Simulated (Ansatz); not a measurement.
# CH4BFO (SMILES COBF): levels of theory compared

We compute a comparison of 5 runs (HF/STO-3G, HF/3-21G, B3LYP/6-31G*, BLYP/6-311+G**, MP2/6-31G**) of CH4BFO. 

The calculation is run with Ansatz 0.2.0.

4 further runs of the same task are left out: 4 set aside as unsound or not needed.

## Step 1: The structure to begin with

CH4BFO: 8 atoms, total charge 0, spin state singlet. As SMILES, `COBF`. The shape is that of a PBE0-D4/def2-TZVP optimisation. This is one conformer, not always the lowest.

Bond lengths: C1–O2 1.413 Å, O2–B3 1.339 Å, B3–F4 1.325 Å, C1–H5 1.093 Å, C1–H6 1.091 Å, C1–H7 1.091 Å, B3–H8 1.199 Å. Angles: C1–O2–B3 121.8°, O2–B3–F4 117.6°, O2–C1–H5 111.6°, O2–C1–H6 108.9°, O2–C1–H7 108.9°, O2–B3–H8 123.0°, F4–B3–H8 119.3°, H5–C1–H6 109.3°, H5–C1–H7 109.3°, H6–C1–H7 108.8°.

## Step 2: Energy and forces at HF/STO-3G (run 1)

in.yaml reads:

```yaml
crystal:
  periodic: [false, false, false]
  atoms:
    - {symbol: C, position_ang: [-0.192200, 1.053800, -0.054400]}
    - {symbol: O, position_ang: [0.124300, -0.158000, -0.708000]}
    - {symbol: B, position_ang: [0.270900, -1.305800, -0.034500]}
    - {symbol: F, position_ang: [0.567600, -2.393000, -0.730600]}
    - {symbol: H, position_ang: [-0.296900, 0.914100, 1.025000]}
    - {symbol: H, position_ang: [-1.128700, 1.440000, -0.460100]}
    - {symbol: H, position_ang: [0.601100, 1.777800, -0.248400]}
    - {symbol: H, position_ang: [0.145900, -1.386100, 1.155100]}
basis:
  gaussian: {orbitals: STO-3G}
hamiltonian: {xc: hf}
accuracy: high
output: {forces: true, orbitals: {seedname: orbitals}}
```

Started as:

```console
ansatz run in.yaml --threads 1 --pin off --max-ram 2610MiB --events-out events.jsonl --progress --plain --runs-dir runs
```

What it wrote:

```text
Warning: RAYON_NUM_THREADS=1 ignored (pool sized by the plan → 1); use --threads N
Functional definition: HF
  name "HF"
  exchange = exact_x
  correlation = 0
454 factors; integrals over basis functions are off by at most 3.7e-8 eV
mean field evaluation 1: about -6421.8851 eV, gradient 2.5e1 eV
mean field evaluation 2: about -6422.0415 eV, gradient 2.5e1 eV
mean field evaluation 4: about -6424.3491 eV, gradient 1.4e0 eV
mean field evaluation 8: about -6424.3564 eV, gradient 3.8e-2 eV
mean field -6424.35642471 eV, -236.0907440227 hartree, gradient 2.8e-8 eV, S^2 0.000000; 0 other end points of the search recorded, 0 dependent functions left out
the calculation of the forces begins
reference -6424.35642471 eV, -236.0907440227 hartree; 16, 16 occupied and 8, 8 virtual orbitals, 454 factors
Total energy: -6424.35642471 eV, -236.0907440227 hartree
Atom 0 at    -0.192200     1.053800    -0.054400 Å, force    -0.036966     0.017077     0.346056 eV/Å
Atom 1 at     0.124300    -0.158000    -0.708000 Å, force     0.180801    -0.603272    -0.533112 eV/Å
Atom 2 at     0.270900    -1.305800    -0.034500 Å, force     0.121140    -1.002336     0.645375 eV/Å
Atom 3 at     0.567600    -2.393000    -0.730600 Å, force    -0.225627     0.881488     0.441969 eV/Å
Atom 4 at    -0.296900     0.914100     1.025000 Å, force    -0.040119     0.191930     0.017275 eV/Å
Atom 5 at    -1.128700     1.440000    -0.460100 Å, force    -0.118899     0.164693     0.028792 eV/Å
Atom 6 at     0.601100     1.777800    -0.248400 Å, force     0.033430     0.192095     0.049095 eV/Å
Atom 7 at     0.145900    -1.386100     1.155100 Å, force     0.086241     0.158326    -0.995452 eV/Å
Dipole moment:    -0.086478     0.315212     0.205241 e Å
```

Run time: 0.73 s. Hardware: 1 thread of Arm Neoverse N1, shared host.

## Step 3: Energy and gradient at HF/3-21G (run 2)

run.yaml reads:

```yaml
basis:
  gaussian:
    orbitals: 3-21G.json
crystal:
  periodic: [false, false, false]
  atoms:
    - {symbol: C, position_ang: [-0.192200, 1.053800, -0.054400]}
    - {symbol: O, position_ang: [0.124300, -0.158000, -0.708000]}
    - {symbol: B, position_ang: [0.270900, -1.305800, -0.034500]}
    - {symbol: F, position_ang: [0.567600, -2.393000, -0.730600]}
    - {symbol: H, position_ang: [-0.296900, 0.914100, 1.025000]}
    - {symbol: H, position_ang: [-1.128700, 1.440000, -0.460100]}
    - {symbol: H, position_ang: [0.601100, 1.777800, -0.248400]}
    - {symbol: H, position_ang: [0.145900, -1.386100, 1.155100]}
accuracy: high
output: {forces: true, orbitals: {seedname: orbitals}}
hamiltonian:
  xc: hf
```

The basis set 3-21G is read from a file made from the Basis Set Exchange's data (not shown).

Started as:

```console
ansatz run run.yaml --threads 1 --pin off --max-ram 2610MiB --events-out events.jsonl --progress --plain --runs-dir runs
```

What it wrote, cut to the lines that bear on the results:

```text
Warning: RAYON_NUM_THREADS=1 ignored (pool sized by the plan → 1); use --threads N
[... 2 set-up lines as earlier in the session ...]
[...]
984 factors; integrals over basis functions are off by at most 8.4e-9 eV
[...]
mean field -6475.82582419 eV, -237.9822095668 hartree, gradient 5.5e-8 eV, S^2 0.000000; 0 other end points of the search recorded, 0 dependent functions left out
[...]
reference -6475.82582419 eV, -237.9822095668 hartree; 16, 16 occupied and 28, 28 virtual orbitals, 984 factors
Total energy: -6475.82582419 eV, -237.9822095668 hartree
Atom 0 at    -0.192200     1.053800    -0.054400 Å, force    -0.346098     1.581895     0.340397 eV/Å
Atom 1 at     0.124300    -0.158000    -0.708000 Å, force     0.031232     0.071997    -0.393872 eV/Å
Atom 2 at     0.270900    -1.305800    -0.034500 Å, force    -0.049311    -0.344406     0.990106 eV/Å
Atom 3 at     0.567600    -2.393000    -0.730600 Å, force     0.276196    -1.098204    -0.501173 eV/Å
Atom 4 at    -0.296900     0.914100     1.025000 Å, force     0.025725     0.099879    -0.373511 eV/Å
Atom 5 at    -1.128700     1.440000    -0.460100 Å, force     0.341118    -0.114017     0.187417 eV/Å
Atom 6 at     0.601100     1.777800    -0.248400 Å, force    -0.311940    -0.242605     0.108519 eV/Å
Atom 7 at     0.145900    -1.386100     1.155100 Å, force     0.033080     0.045460    -0.357884 eV/Å
Dipole moment:    -0.150553     0.516878     0.410322 e Å
```

Wall time 1.2 s (1 thread of Arm Neoverse N1, shared host); peak memory 0.09 GiB.

## Step 4: Energy and forces at B3LYP/6-31G(d) (Cartesian functions) (run 3)

job.yaml reads:

```yaml
crystal:
  periodic: [false, false, false]
  atoms:
    - {symbol: C, position_ang: [-0.192200, 1.053800, -0.054400]}
    - {symbol: O, position_ang: [0.124300, -0.158000, -0.708000]}
    - {symbol: B, position_ang: [0.270900, -1.305800, -0.034500]}
    - {symbol: F, position_ang: [0.567600, -2.393000, -0.730600]}
    - {symbol: H, position_ang: [-0.296900, 0.914100, 1.025000]}
    - {symbol: H, position_ang: [-1.128700, 1.440000, -0.460100]}
    - {symbol: H, position_ang: [0.601100, 1.777800, -0.248400]}
    - {symbol: H, position_ang: [0.145900, -1.386100, 1.155100]}
basis:
  gaussian:
    orbitals: "6-31G*"
total_charge: 0
hamiltonian:
  xc: {name: B3LYP}
accuracy: high
output: {forces: true, orbitals: {seedname: orbitals}}
```

Started as:

```console
ansatz run job.yaml --threads 1 --pin off --max-ram 2610MiB --events-out events.jsonl --progress --plain --runs-dir runs
```

What it wrote, cut to the lines that bear on the results:

```text
Warning: RAYON_NUM_THREADS=1 ignored (pool sized by the plan → 1); use --threads N
Functional definition: B3LYP
  name "B3LYP"
[...]
1513 factors; integrals over basis functions are off by at most 3.3e-9 eV
[...]
mean field -6545.03320862 eV, -240.5255340341 hartree, gradient 9.3e-8 eV, S^2 0.000000; 0 other end points of the search recorded, 0 dependent functions left out
[...]
reference -6545.03323912 eV, -240.5255351550 hartree; 16, 16 occupied and 52, 52 virtual orbitals, 1513 factors
Total energy: -6545.03323912 eV, -240.5255351550 hartree
Atom 0 at    -0.192200     1.053800    -0.054400 Å, force    -0.040087     0.170339     0.102519 eV/Å
Atom 1 at     0.124300    -0.158000    -0.708000 Å, force     0.032006    -0.020492    -0.241863 eV/Å
Atom 2 at     0.270900    -1.305800    -0.034500 Å, force    -0.009597    -0.091780     0.229712 eV/Å
Atom 3 at     0.567600    -2.393000    -0.730600 Å, force     0.059975    -0.235779    -0.110163 eV/Å
Atom 4 at    -0.296900     0.914100     1.025000 Å, force    -0.016978     0.024157     0.097962 eV/Å
Atom 5 at    -1.128700     1.440000    -0.460100 Å, force    -0.098825     0.057821    -0.035629 eV/Å
Atom 6 at     0.601100     1.777800    -0.248400 Å, force     0.071571     0.089814    -0.013831 eV/Å
Atom 7 at     0.145900    -1.386100     1.155100 Å, force     0.001936     0.005921    -0.028708 eV/Å
Dipole moment:    -0.111171     0.417563     0.243430 e Å
```

It took 9.3 s on 1 thread of Arm Neoverse N1, shared host; peak memory 0.19 GiB.

Run 4 isn't shown in full; the table further down has it.

## Step 5: Energy and forces at MP2/6-31G(d,p) (spherical functions) (run 5)

job.yaml, as its differences from that of step 4:

```diff
@@ -13,7 +13,9 @@
   gaussian:
-    orbitals: "6-31G*"
-total_charge: 0
-hamiltonian:
-  xc: {name: B3LYP}
+    orbitals: 6-31G_st__st_-spherical.json
+output: {forces: true, orbitals: {seedname: orbitals}}
+magnetization:
+  spin_polarized: false
 accuracy: high
-output: {forces: true, orbitals: {seedname: orbitals}}
+correlation:
+  method: mp2
+  frozen_orbitals: {B: 1, C: 1, F: 1, H: 0, O: 1}
```

The basis set 6-31G** is read from a file made from the Basis Set Exchange's data (not shown).

Started as:

```console
ansatz run job.yaml --threads 1 --pin off --max-ram 2610MiB --events-out events.jsonl --progress --plain --runs-dir runs
```

What it wrote, cut to the lines that bear on the results:

```text
Warning: RAYON_NUM_THREADS=1 ignored (pool sized by the plan → 1); use --threads N
[... 2 set-up lines as earlier in the session ...]
[...]
1784 factors; integrals over basis functions are off by at most 1.7e-8 eV
[...]
mean field -6511.29002966 eV, -239.2854950792 hartree, gradient 1.2e-8 eV, S^2 0.000000; 0 other end points of the search recorded, 0 dependent functions left out
4 core orbitals not correlated: weight in the atoms' cores, before any rotation towards them, 1.000 or more for the frozen orbitals, at most 0.000 for the correlated occupied ones
reference -6511.29002966 eV, -239.2854950792 hartree; 12, 12 occupied and 60, 60 virtual orbitals, 1784 factors
second order -15.55119328 eV of doubles, -0.00000000 eV of singles
[...]
Total energy: -6526.84122294 eV, -239.8569908912 hartree
Atom 0 at    -0.192200     1.053800    -0.054400 Å, force    -0.118359     0.457738     0.289132 eV/Å
Atom 1 at     0.124300    -0.158000    -0.708000 Å, force     0.026199     0.186391    -0.538445 eV/Å
Atom 2 at     0.270900    -1.305800    -0.034500 Å, force    -0.101246     0.004653     0.843406 eV/Å
Atom 3 at     0.567600    -2.393000    -0.730600 Å, force     0.153412    -0.585498    -0.317059 eV/Å
Atom 4 at    -0.296900     0.914100     1.025000 Å, force     0.006048     0.034957    -0.108069 eV/Å
Atom 5 at    -1.128700     1.440000    -0.460100 Å, force     0.086241    -0.044755     0.041848 eV/Å
Atom 6 at     0.601100     1.777800    -0.248400 Å, force    -0.074979    -0.077439     0.023142 eV/Å
Atom 7 at     0.145900    -1.386100     1.155100 Å, force     0.022682     0.023953    -0.233954 eV/Å
Dipole moment:    -0.116215     0.432055     0.261801 e Å
```

Wall time 9.9 s (1 thread of Arm Neoverse N1, shared host); peak memory 0.23 GiB.

## Step 6: The series

```
run                               level  Cartesian functions  frozen core orbitals  energy (Eh)  dipole moment (D)  HOMO energy (eV)  LUMO energy (eV)  wall time
  1                           HF/STO-3G                   no                     –  -236.090744               1.85            -10.27              9.20     0.73 s
  2                            HF/3-21G                   no                     –  -237.982210               3.25            -12.98              4.97      1.2 s
  3  B3LYP/6-31G* (Cartesian functions)                  yes                     –  -240.525535               2.38             -8.74              0.89      9.3 s
  4                      BLYP/6-311+G**                   no                     –  -240.540959               2.63             -7.72             -0.73       18 s
  5   MP2/6-31G** (spherical functions)                   no                     4  -239.856991               2.49            -13.06              5.07      9.9 s
```

## Step 7: Results

```
                                          quantity          value
                               run 5: total energy  -239.85699 Eh
         run 5: dipole moment (correlated density)         2.49 D
        run 5: HOMO energy (Hartree–Fock orbitals)      -13.06 eV
        run 5: LUMO energy (Hartree–Fock orbitals)        5.07 eV
      run 5: HOMO–LUMO gap (Hartree–Fock orbitals)       18.13 eV
run 5: correlation energy (4 core orbitals frozen)     -571.5 mEh
                   run 5: largest force on an atom     0.849 eV/Å
```

In words: The dipole moment (its size) runs from 1.85 D (HF/STO-3G) to 3.25 D (HF/3-21G). Over runs 1, 2, 3, 4 the HOMO–LUMO gap runs from 6.99 eV (BLYP/6-311+G**) to 19.47 eV (HF/STO-3G). The two ends differ in method and basis. Totals of different functionals can't be ranked against each other. In run 1 the basis is minimal, so the values are rough. All runs together took 39 s, the longest 18 s.
